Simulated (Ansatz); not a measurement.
# Li3Ag (Fm-3m): relaxation of cell and ions in Python

What cell does Li3Ag (Fm-3m) relax to? The task is a relaxation of cell and ions, for Li3Ag (Fm-3m).

Computed with Ansatz 0.2.0, driven from Python. Level of theory: DFT r2SCAN+D3(BJ), plane waves, norm-conserving potentials.

## Step 1: The structure

Symmetry: Fm-3m, No. 225, cubic system. The conventional cell has a = 6.404 Å, b = 6.404 Å, c = 6.404 Å, α = 90.00°, β = 90.00°, γ = 90.00°. Li (site symmetry -43m) has 4 Li at 2.77 Å and 4 Ag at 2.77 Å as nearest neighbours. Li (site symmetry m-3m) has 8 Li at 2.77 Å as nearest neighbours. Around Ag (site symmetry m-3m) lie 8 Li at 2.77 Å.

No structure file is read: the coordinates are typed or built in the script.

## Step 2: The script

vcrelax_li3ag.py

```python
# -*- coding: utf-8 -*-
"""Variable-cell relaxation of Li3Ag."""

import json

import ansatz
from ase import Atoms
from ase.neighborlist import neighbor_list
import matplotlib.pyplot as plt
import numpy as np
from pymatgen.core import Lattice, Structure
from pymatgen.io.ase import AseAtomsAdaptor

def edges_and_angles(cell):
    cell = np.asarray(cell)
    a, b, c = np.linalg.norm(cell, axis=1)
    cosines = cell[1] @ cell[2] / (b * c), cell[0] @ cell[2] / (a * c), cell[0] @ cell[1] / (a * b)
    return (a, b, c, *np.degrees(np.arccos(cosines)))

pmg_structure = Structure(
    Lattice([(0.0, 3.20195, 3.20195), (3.20195, 0.0, 3.20195), (3.20195, 3.20195, 0.0)]),
    ["Li", "Li", "Li", "Ag"],
    [
        (0.25, 0.25, 0.25),
        (0.75, 0.75, 0.75),
        (0.5, 0.5, 0.5),
        (0.0, 0.0, 0.0),
    ],
)
li3ag = ansatz.Crystal.from_ase(AseAtomsAdaptor.get_atoms(pmg_structure))

# only the volume may change
model = (
    li3ag.calculation()
    .functional("r2scan", dispersion="d3bj")
    .pseudopotentials("nc")
    .accuracy("medium")  # preset for grids and thresholds
    .kpoints(density=1.9)
    .occupations("cold")  # smearing steadies the SCF of a metal
    .scf(tolerance=1e-09, lower_state_search="off")
    .relax(force_tolerance=0.1, fix_cell=["shape"], stress_tolerance=0.05)  # relax until the tolerances are met
    .density()  # keep the density on its grid
)
res = model.run(threads=1, events_out="stream.ndjson")
with open("stream.ndjson") as stream:
    events = [json.loads(line) for line in stream]
steps = [e["data"] for e in events if e["event"] == "relax_step"]
summary = res.report
print("step   energy (eV)     max comp. (eV/A)   P (GPa)  SCF")
for s in steps:
    print(f"{s['step']:4d} {s['lagrangian_ev']:15.5f} {s['allowed_force_max_ev_ang']:12.4f} {s['pressure_gpa']:10.3f} {s['n_scf']:5d}")

first, last = steps[0], steps[-1]
symbols = [site.symbol for site in res.lattice.sites]
print(f"energy gained {first['lagrangian_ev'] - last['lagrangian_ev']:.4f} eV in {len(steps) - 1} steps")
for label, vectors in (("before", first["cell_ang"]), ("after", res.lattice.cell_ang)):
    print(label, "a b c (A) {:.4f} {:.4f} {:.4f}  angles {:.2f} {:.2f} {:.2f}".format(*edges_and_angles(vectors)), f" V = {abs(np.linalg.det(vectors)):.3f} A^3")
print("final stress xx yy zz (GPa, compression positive):", np.round(np.diag(summary["stress_gpa"]), 3) + 0.0)

final = Atoms(symbols, positions=last["positions_ang"], cell=res.lattice.cell_ang, pbc=True)
i, j, d = neighbor_list("ijd", final, 4.5)
print("neighbours within 1.2 times the shortest distance of each atom (A)")
for atom in range(len(final)):
    near = [m for m in np.argsort(d) if i[m] == atom]
    shell = [m for m in near if d[m] < 1.2 * d[near[0]]]
    print(f"{symbols[atom]}{atom} ({len(shell)}):", ", ".join(f"{symbols[j[m]]} {d[m]:.3f}" for m in shell))

print("atom   start x y z (A)              end x y z (A)")
for symbol, a, b in zip(symbols, first["positions_ang"], last["positions_ang"]):
    print(f"{symbol:3s}", " ".join(f"{v:8.4f}" for v in a), "  ", " ".join(f"{v:8.4f}" for v in b))

fig, (top, bottom) = plt.subplots(2, 1, sharex=True, figsize=(4.5, 4))
top.plot([s["lagrangian_ev"] - last["lagrangian_ev"] for s in steps], "o-")
top.set_ylabel("E - E(final) (eV)")
bottom.semilogy([max(s["allowed_force_max_ev_ang"], 1e-6) for s in steps], "s-")
bottom.set(xlabel="step", ylabel="largest force (eV/A)")
fig.tight_layout()
fig.savefig("relax.png", dpi=100)

print(f"free energy      {summary['free_energy_ev']:.5f} eV")
print(f"per atom         {summary['free_energy_ev'] / len(res.lattice.sites):.5f} eV")
print(f"SCF iterations   {summary['n_iterations']}  (converged: {summary['converged']})")

field = sum(channel.density_e_per_ang3 for channel in res.density().channels[:2])
fig, ax = plt.subplots(figsize=(4, 3.4))
shown = ax.imshow(np.log10(np.clip(field[:, :, 0].T, 1e-3, None)), origin="lower", extent=(0, 1, 0, 1))
fig.colorbar(shown, label="log10 density (e/A^3)")
ax.set(xlabel="fraction of grid vector 1", ylabel="fraction of grid vector 2")
fig.savefig("density_plane.png", dpi=100)
print(f"plane through the origin: {field[:, :, 0].min():.4f} to {field[:, :, 0].max():.4f} e/A^3")
```

## Step 3: The input behind the calls

The package turns the script's settings into the engine's input:

```yaml
crystal:
  lattice:
    - [0.0, 3.20195, 3.20195]
    - [3.20195, 0.0, 3.20195]
    - [3.20195, 3.20195, 0.0]
  atoms:
    - { symbol: Li, position: [0.25, 0.25, 0.25] }
    - { symbol: Li, position: [0.75, 0.75, 0.75] }
    - { symbol: Li, position: [0.5, 0.5, 0.5] }
    - { symbol: Ag, position: [0.0, 0.0, 0.0] }
accuracy: medium
kpoints:
  mp_grid:
    kspacing: 0.5263157894736842
hamiltonian:
  xc: r2scan
  dispersion: d3bj
  pseudopotentials:
    kind: nc
scf:
  convergence:
    dr2_threshold: 1.0e-09
  lower_state_search: "off"
  occupations:
    method: cold
relax:
  f_tol: 0.1
  cell:
    stress_tol: 0.05
    fix: [shape]
output:
  write_density: true
```

## Step 4: Launch

Run with:

```sh
$ python vcrelax_li3ag.py
```

Without the output at hand: what should come out? Wanted: free energy; moves of the relaxation; energy gained; last largest force component; relaxed conventional cell; space group at the end.

**Answer**, as computed:

| quantity | value |
| --- | --- |
| free energy | -4674.6336 eV (-1168.6584 eV/atom) |
| moves of the relaxation | 1 |
| energy gained (ahead of the last change of basis) | 1.8 meV/atom |
| last largest force component | 0.0000 eV/Å |
| relaxed conventional cell | a = 6.330 Å, b = 6.330 Å, c = 6.330 Å, α = 90.00°, β = 90.00°, γ = 90.00° |
| space group at the end | Fm-3m |

Over 1 move the cell shrank by 3.4 % in volume, and the space group stayed Fm-3m. Reading the output:
- Forces vanish by symmetry, so the ions can't move, and the end may be a saddle.
- The dispersion term runs with damping parameters of another functional.
- Such functionals run on norm-conserving files made under PBE, which can move pressures by some GPa.
- For a metal this k-point mesh is coarse: on a finer one energies can move by several to tens of meV an atom and pressures by half a GPa or more, differences at one mesh by less.
- Energies along a relaxation are free energies. Rows at an unchanged volume are solved on a plane-wave basis chosen afresh for that cell, so the energy jumps there and such rows are no steps of the walk.
- Edges and angles that the script prints are those of the cell as typed, here a primitive one.
- Grid values close to the nuclei reflect the PAW or pseudopotential construction, not the all-electron fields.
- The structure comes from a database of computed cells and needn't be a stable or known phase.
